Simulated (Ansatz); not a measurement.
# MnO4 (charge -1): harmonic frequencies at the relaxed geometry, by script

At which frequencies does MnO4 (charge -1) vibrate? Aim: harmonic frequencies at the relaxed geometry, for MnO4 (charge -1), run from a script.

Computed with the Python package of Ansatz 0.2.0. Level of theory: r2SCAN+D4/def2-SVP.

### Step 1. Starting point

Bond lengths: O1–Mn2 2.050 Å, Mn2–O3 1.740 Å, Mn2–O4 1.677 Å, Mn2–O5 1.956 Å. Angles: O1–Mn2–O3 106.0°, O1–Mn2–O4 100.6°, O1–Mn2–O5 92.4°, O3–Mn2–O4 112.2°, O3–Mn2–O5 105.7°, O4–Mn2–O5 134.2°.

No structure file is read: the coordinates are typed or built in the script.

### Step 2. Script

The input, run_freq.py:

```python
'''Harmonic frequencies of MnO4(-) at its relaxed geometry.'''

import itertools

import ansatz
from ase import Atoms
from ase.data import atomic_numbers, covalent_radii
import numpy as np

BASIS_SET = 'def2-SVP'
XC = 'r2scan'
VDW = 'd4'
NET_CHARGE = -1


def main() -> None:
    atoms = Atoms(['O', 'Mn', 'O', 'O', 'O'], positions=[
        (0.2727, 1.5486, 0.9107),
        (-0.1185, -0.1416, -0.1807),
        (-0.3206, -1.4247, 0.9768),
        (-1.5664, 0.2886, -0.9097),
        (1.7329, -0.2709, -0.7972),
    ])
    molecule = ansatz.Crystal.molecule_from_ase(atoms)

    model = molecule.calculation().basis(gaussian=BASIS_SET).functional(XC, dispersion=VDW).charge(NET_CHARGE)
    symbols = [site.symbol for site in molecule.cartesian_sites]
    start = np.array([site.position_ang for site in molecule.cartesian_sites], dtype=float)
    summary = model.relax(force_tolerance=0.003).run(threads=1).report
    end = np.array(summary['positions_ang'])

    # pairs closer than 1.2 times the sum of covalent radii, before or after
    radius = [covalent_radii[atomic_numbers[s]] for s in symbols]
    span = lambda where, i, j: np.linalg.norm(where[i] - where[j])
    bonded = [(i, j) for i, j in itertools.combinations(range(len(symbols)), 2) if min(span(start, i, j), span(end, i, j)) < 1.2 * (radius[i] + radius[j])]
    print('pair        before    after (A)')
    for i, j in bonded:
        print(f'{symbols[i]}{i}-{symbols[j]}{j}'.ljust(10), f'{span(start, i, j):8.4f} {span(end, i, j):8.4f}')
    for first, second in list(itertools.combinations(bonded, 2)):
        shared = set(first) & set(second)
        if shared and symbols[(j := shared.pop())] != 'H':
            i, k = sorted((set(first) | set(second)) - {j})
            u, v = end[i] - end[j], end[k] - end[j]
            angle = np.degrees(np.arccos(np.clip(u @ v / np.linalg.norm(u) / np.linalg.norm(v), -1, 1)))
            print(f'final angle {symbols[i]}{i}-{symbols[j]}{j}-{symbols[k]}{k}: {angle:.2f} deg')

    # frequencies need a stationary point, so they are taken at the relaxed geometry
    minimum = ansatz.Crystal.molecule()
    for symbol, place in zip(symbols, end):
        minimum = minimum.atom(symbol, place.tolist())
    vibrating = (
        minimum.calculation()
        .basis(gaussian=BASIS_SET)
        .functional(XC, dispersion=VDW)
        .charge(NET_CHARGE)
        .phonons(temperatures=(100, 500, 100))
    )
    vib = vibrating.run(threads=1).report['vibrations']
    sums = vib['harmonic_sums']
    modes = [m['omega_inv_cm'] for m in sums['modes_at_gamma'] if m['rigid_motion'] == 'no']
    for number, w in enumerate(modes, start=1):
        print(f'mode {number:2d} {w:9.1f} 1/cm {w / 8065.544 * 1000:8.2f} meV')
    print('imaginary modes:', sum(w < 0 for w in modes), ' zero-point energy:', round(sums['zero_point_energy_ev'], 4), 'eV')
    print('T (K)   F_vib (eV)   S_vib (meV/K)   C_vib (meV/K)')
    for row in zip(sums['temperatures_k'], sums['vibrational_free_energy_ev'], vib['entropy_ev_per_k'], vib['heat_capacity_ev_per_k']):
        print(f'{row[0]:6.1f} {row[1]:11.4f} {1000 * row[2]:13.4f} {1000 * row[3]:15.4f}')


if __name__ == '__main__':
    main()
```

### Step 3. The run

The run is started by

```
$ python run_freq.py
```

**Question.** What results will this script give? Wanted: moves of the relaxation of run 1; energy gained in run 1; last largest force component of run 1; highest frequency; imaginary modes; zero-point energy.

**Answer**, as computed:

```
                             quantity        value
                        runs compared            2
     moves of the relaxation of run 1            5
               energy gained in run 1     5.123 eV
last largest force component of run 1  0.0001 eV/Å
                    highest frequency    1005 cm⁻¹
                      imaginary modes            0
                    zero-point energy     0.372 eV
```

In words: Run 1: After 5 moves the largest shift is 0.419 Å, of atom 5 (O). All frequencies are real, so the geometry is a minimum. The values are harmonic; measured fundamentals also hold anharmonic shifts, mostly downward for stretches. The frequencies are harmonic and unscaled, in a modest basis. Anions want diffuse functions, which this basis lacks.
